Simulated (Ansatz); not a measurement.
# CH4ClFMoO3: how energies converge with the basis set

The task here is to estimate one member of a computed series from the others.

Method: one geometry, several basis sets; program: Ansatz 0.2.0, Gaussian basis.

Plan: PBE0-D4/def2-SVP; ωB97M-V/def2-SVP; PBE0-D4/def2-QZVPP; ωB97M-V/def2-QZVPP; the functionals' def2-TZVPP values are taken from earlier runs.

### The relaxed structure

The geometry comes from an earlier relaxation with PBE0-D4 in a triple-zeta def2 set; it is a stationary point, not always the lowest conformer. Mo takes the def2 core potential; no spin-orbit term is included.

SMILES `C[O][Mo](=[O])([OH])([F])[Cl]`, 11 atoms, charge 0, spin multiplicity 1.

Atoms are counted from 1 here; the program's logs count them from 0.

Bond lengths: C1–O2 1.398 Å, C1–H8 1.095 Å, C1–H9 1.095 Å, C1–H10 1.091 Å, O2–Mo3 1.829 Å, Mo3–O4 1.653 Å, Mo3–O5 1.897 Å, Mo3–F6 1.874 Å, Mo3–Cl7 2.290 Å, O5–H11 0.963 Å. Angles: O2–C1–H8 109.4°, O2–C1–H9 109.1°, O2–C1–H10 108.9°, H8–C1–H9 109.4°, H8–C1–H10 109.9°, H9–C1–H10 110.2°, C1–O2–Mo3 134.9°, O2–Mo3–O4 101.4°, O2–Mo3–O5 84.2°, O2–Mo3–F6 157.3°, O2–Mo3–Cl7 91.0°, O4–Mo3–O5 113.6°, O4–Mo3–F6 100.6°, O4–Mo3–Cl7 111.8°, O5–Mo3–F6 81.8°, O5–Mo3–Cl7 134.4°, F6–Mo3–Cl7 86.1°, Mo3–O5–H11 113.8°.

Set-up of the first run:

in.yaml

```yaml
crystal:
  periodic: [false, false, false]
  atoms:
    - {symbol: C, position_ang: [0.312096, -1.804231, -0.147358]}
    - {symbol: O, position_ang: [-0.511893, -0.804023, 0.377500]}
    - {symbol: Mo, position_ang: [-0.424967, 1.020416, 0.475552]}
    - {symbol: O, position_ang: [-1.956320, 1.394696, 0.972564]}
    - {symbol: O, position_ang: [-0.241495, 0.922422, -1.409807]}
    - {symbol: F, position_ang: [0.271917, 2.735335, 0.184747]}
    - {symbol: Cl, position_ang: [1.034670, 0.896988, 2.235407]}
    - {symbol: H, position_ang: [1.219169, -1.885181, 0.461343]}
    - {symbol: H, position_ang: [0.586497, -1.540264, -1.174205]}
    - {symbol: H, position_ang: [-0.228498, -2.751403, -0.134331]}
    - {symbol: H, position_ang: [0.004227, 1.758346, -1.820812]}
basis:
  gaussian: {orbitals: def2-SVP}
hamiltonian: {xc: pbe0, dispersion: d4}
output: {orbitals: {seedname: orbitals}}
```

Command:

```
$ ansatz run in.yaml --threads 4 --pin off --events-out ev --progress --plain --max-ram 11315MiB
```

Among the steps run: PBE0-D4 in def2-SVP; ωB97M-V in def2-SVP; PBE0-D4 in def2-QZVPP; ωB97M-V in def2-QZVPP.

One of the session's tables, all rows but one given; the rest of the session is left out.

It belongs to the step «Density functionals: the series». 

| functional | basis | HOMO (eV) | LUMO (eV) |
| --- | --- | --- | --- |
| PBE0-D4 | def2-SVP | -9.04 | -3.96 |
| PBE0-D4 | def2-TZVPP | -9.08 | -3.92 |
| PBE0-D4 | def2-QZVPP | -9.10 | -3.92 |
| ωB97M-V | def2-SVP | ? | ? |
| ωB97M-V | def2-TZVPP | -11.34 | -1.83 |
| ωB97M-V | def2-QZVPP | -11.36 | -1.83 |

Q: Estimate the row for ωB97M-V, def2-SVP from the others.

The run gave: HOMO (eV): -11.26; LUMO (eV): -1.86. In the column «HOMO (eV)» it lies between ωB97M-V, def2-TZVPP (-11.34) and PBE0-D4, def2-QZVPP (-9.10).
